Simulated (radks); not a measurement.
# Exchange and kinetic functionals tested on atomic densities: N, Sb, Ba⁸⁺, Co⁴⁺, Be

An exercise on one series of results from a longer session: the logs are not shown, and one member is left open.

Program: radks (a radial shooting solver on a logarithmic mesh, Libxc functionals) version 1. Level of theory: non-relativistic Kohn-Sham, PBE, spin-polarised, spherical densities, point nucleus; open shells are filled with parallel spins first. These are calculated values, not measurements, unless marked.

## What is computed

```
species : N ([He] 2s2 2p3), Sb ([Kr] 4d10 5s2 5p3), Ba⁸⁺ ([Kr] 4d10 5s2), Co⁴⁺ ([Ar] 3d5), Be ([He] 2s2)
```

Set-up of the first run:

Settings of this run:

```text
Z 7
configuration [He] 2s2 2p3
relativity non-relativistic
functional pbe,pbe
spin polarised
nucleus point
```

Among the steps run: N, [He] 2s2 2p3.

One table of the session follows, with a row left open; its other results are not shown here.

It belongs to the step «N, [He] 2s2 2p3». Sizes of the orbitals, from the radial functions (bohr):

```
  level     <r>  outermost maximum (interpolated)  90 % within
  1s up  0.2303                             0.149        0.413
1s down  0.2296                             0.148        0.412
  2s up   1.305                              1.01         2.09
2s down       ?                                 ?            ?
  2p up   1.434                             0.962         2.49
2p down   1.650                              1.01         2.97
```

Estimate the missing values for 2s down.

**Answer.** <r>: 1.365; outermost maximum (interpolated): 1.03; 90 % within: 2.21. In the column «<r>» it lies between 2s up (1.305) and 2p up (1.434).
